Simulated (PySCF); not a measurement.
**Xe⁺, Xe²⁺: ionisation energy in def2-SVP with ECP28**

Aim: the ionisation energy of xenon from differences of total energies, at each level of theory, and how far each lands from the tabulated value where there is one.

The numbers are computed with PySCF 2.14.0 (unrestricted determinants in a Gaussian basis, no spin-orbit coupling in the energies), except any that are marked as measured or tabulated.

**1. Starting point**

| Property | Result |
| --- | --- |
| Element | xenon (Z = 54) |
| Basis | def2-SVP with the def2 core potential (28 electrons) |
| Hamiltonian | scalar relativity through the core potential |
| State 1 | Xe⁺: [Kr] 4d10 5s2 5p5, 2P determinant |
| State 2 | Xe²⁺: [Kr] 4d10 5s2 5p4, high-spin 3P determinant |
| Methods | UHF, BP86, MN15, MP2, CCSD(T) |
| Core shells frozen in the correlated runs | valence: 4s2 4p6 4d10 (for Xe⁺) |

Outer shells as boxes (Hund's rule):

Xe+ [Kr] 4d10 5s2 5p5
```
[Kr] core
4d [↑↓][↑↓][↑↓][↑↓][↑↓]
5s [↑↓]
5p [↑↓][↑↓][↑ ]
```

Xe2+ [Kr] 4d10 5s2 5p4
```
[Kr] core
4d [↑↓][↑↓][↑↓][↑↓][↑↓]
5s [↑↓]
5p [↑↓][↑ ][↑ ]
```

One driver process ran all states and methods and kept the integrals in memory. Each run is shown as a PySCF script that sums up its settings (the driver passes frozen orbitals as a list and adds second-order terms of double hybrids); the logs are those of the runs themselves. The driver starts from symmetry-adapted Hartree-Fock orbitals, holds the occupation by maximum overlap and uses a logarithmic radial grid for functionals, so a plain start would take other cycles.

The driver's launch:

```console
$ OMP_NUM_THREADS=1 python atomrun2.py TASK.json OUT
```

The integrals over 50 functions and the set-up took 0.21 s of CPU time.

**2. Xe⁺, method by method**

#### UHF

File input.py:

```python
from pyscf import gto, scf, dft, mp, cc
import basis_set_exchange as bse
txt = bse.get_basis("def2-SVP", elements=["Xe"], fmt="nwchem", header=False)
cut = txt.index("\nECP")
mol = gto.M(atom="Xe 0 0 0", charge=1, spin=1, symmetry="D2h",
            basis=gto.basis.parse(txt[:cut]),
            ecp={"Xe": gto.basis.parse_ecp(txt[cut:])})
mf = scf.UHF(mol)
mf.irrep_nelec = {'Ag': (4, 4), 'B1g': (1, 1), 'B2g': (1, 1), 'B3g': (1, 1), 'B1u': (2, 2), 'B2u': (2, 2), 'B3u': (2, 1)}
mf.kernel()
```

#### BP86

input.py differs from the last one in:

```diff
@@ -7,3 +7,3 @@
             ecp={"Xe": gto.basis.parse_ecp(txt[cut:])})
-mf = scf.UHF(mol)
+mf = dft.UKS(mol, xc="B88,P86")
 mf.irrep_nelec = {'Ag': (4, 4), 'B1g': (1, 1), 'B2g': (1, 1), 'B3g': (1, 1), 'B1u': (2, 2), 'B2u': (2, 2), 'B3u': (2, 1)}
```

#### MN15

input.py differs from the last one in:

```diff
@@ -7,3 +7,3 @@
             ecp={"Xe": gto.basis.parse_ecp(txt[cut:])})
-mf = dft.UKS(mol, xc="B88,P86")
+mf = dft.UKS(mol, xc="MN15")
 mf.irrep_nelec = {'Ag': (4, 4), 'B1g': (1, 1), 'B2g': (1, 1), 'B3g': (1, 1), 'B1u': (2, 2), 'B2u': (2, 2), 'B3u': (2, 1)}
```

#### MP2 (valence)

input.py differs from the last one in:

```diff
@@ -7,4 +7,5 @@
             ecp={"Xe": gto.basis.parse_ecp(txt[cut:])})
-mf = dft.UKS(mol, xc="MN15")
+mf = scf.UHF(mol)
 mf.irrep_nelec = {'Ag': (4, 4), 'B1g': (1, 1), 'B2g': (1, 1), 'B3g': (1, 1), 'B1u': (2, 2), 'B2u': (2, 2), 'B3u': (2, 1)}
 mf.kernel()
+mp.UMP2(mf, frozen=9).kernel()
```

#### CCSD(T) (valence)

input.py differs from the last one in:

```diff
@@ -10,2 +10,3 @@
 mf.kernel()
-mp.UMP2(mf, frozen=9).kernel()
+mycc = cc.CCSD(mf, frozen=9).run()
+mycc.ccsd_t()
```

**3. Xe²⁺, method by method**

#### UHF

File input.py:

```python
from pyscf import gto, scf, dft, mp, cc
import basis_set_exchange as bse
txt = bse.get_basis("def2-SVP", elements=["Xe"], fmt="nwchem", header=False)
cut = txt.index("\nECP")
mol = gto.M(atom="Xe 0 0 0", charge=2, spin=2, symmetry="D2h",
            basis=gto.basis.parse(txt[:cut]),
            ecp={"Xe": gto.basis.parse_ecp(txt[cut:])})
mf = scf.UHF(mol)
mf.irrep_nelec = {'Ag': (4, 4), 'B1g': (1, 1), 'B2g': (1, 1), 'B3g': (1, 1), 'B1u': (2, 1), 'B2u': (2, 2), 'B3u': (2, 1)}
mf.kernel()
```

#### BP86

input.py differs from the last one in:

```diff
@@ -7,3 +7,3 @@
             ecp={"Xe": gto.basis.parse_ecp(txt[cut:])})
-mf = scf.UHF(mol)
+mf = dft.UKS(mol, xc="B88,P86")
 mf.irrep_nelec = {'Ag': (4, 4), 'B1g': (1, 1), 'B2g': (1, 1), 'B3g': (1, 1), 'B1u': (2, 1), 'B2u': (2, 2), 'B3u': (2, 1)}
```

#### MN15

input.py differs from the last one in:

```diff
@@ -7,3 +7,3 @@
             ecp={"Xe": gto.basis.parse_ecp(txt[cut:])})
-mf = dft.UKS(mol, xc="B88,P86")
+mf = dft.UKS(mol, xc="MN15")
 mf.irrep_nelec = {'Ag': (4, 4), 'B1g': (1, 1), 'B2g': (1, 1), 'B3g': (1, 1), 'B1u': (2, 1), 'B2u': (2, 2), 'B3u': (2, 1)}
```

#### MP2 (valence)

input.py differs from the last one in:

```diff
@@ -7,4 +7,5 @@
             ecp={"Xe": gto.basis.parse_ecp(txt[cut:])})
-mf = dft.UKS(mol, xc="MN15")
+mf = scf.UHF(mol)
 mf.irrep_nelec = {'Ag': (4, 4), 'B1g': (1, 1), 'B2g': (1, 1), 'B3g': (1, 1), 'B1u': (2, 1), 'B2u': (2, 2), 'B3u': (2, 1)}
 mf.kernel()
+mp.UMP2(mf, frozen=9).kernel()
```

#### CCSD(T) (valence)

input.py differs from the last one in:

```diff
@@ -10,2 +10,3 @@
 mf.kernel()
-mp.UMP2(mf, frozen=9).kernel()
+mycc = cc.CCSD(mf, frozen=9).run()
+mycc.ccsd_t()
```

Q: Predict the outcome of this session.

**Answer**, as computed:

| quantity | value |
| --- | --- |
| ionisation energy, Xe⁺ | UHF 20.077, CCSD(T) (valence) 20.820 eV; reference 20.975 |

Accuracy against cost (mean over 1 difference):

```tsv
method	mean absolute miss against CCSD(T) (valence) (eV)	CPU time, both states (s)
UHF	0.743	0.45
BP86	0.390	0.77
MN15	0.076	1.8
MP2 (valence)	0.048	0.52
SCS-MP2 (valence)	0.050	0.52
CCSD (valence)	0.027	
CCSD(T) (valence)	0.000	2.3
```

The methods span 1.133 eV, from UHF (20.077) to BP86 (21.210). The reference is uncertain or not like for like (spin-orbit coupling or other relativistic terms), so no ranking of close methods is drawn. The basis is finite, and no extrapolation was made. The dearest level timed, CCSD(T) (valence), costs 5.2 times the cheapest, UHF, and differs from CCSD(T) (valence) by 0.00 against 0.74 eV; CCSD(T) (valence) in this basis is a yardstick, not the exact answer.
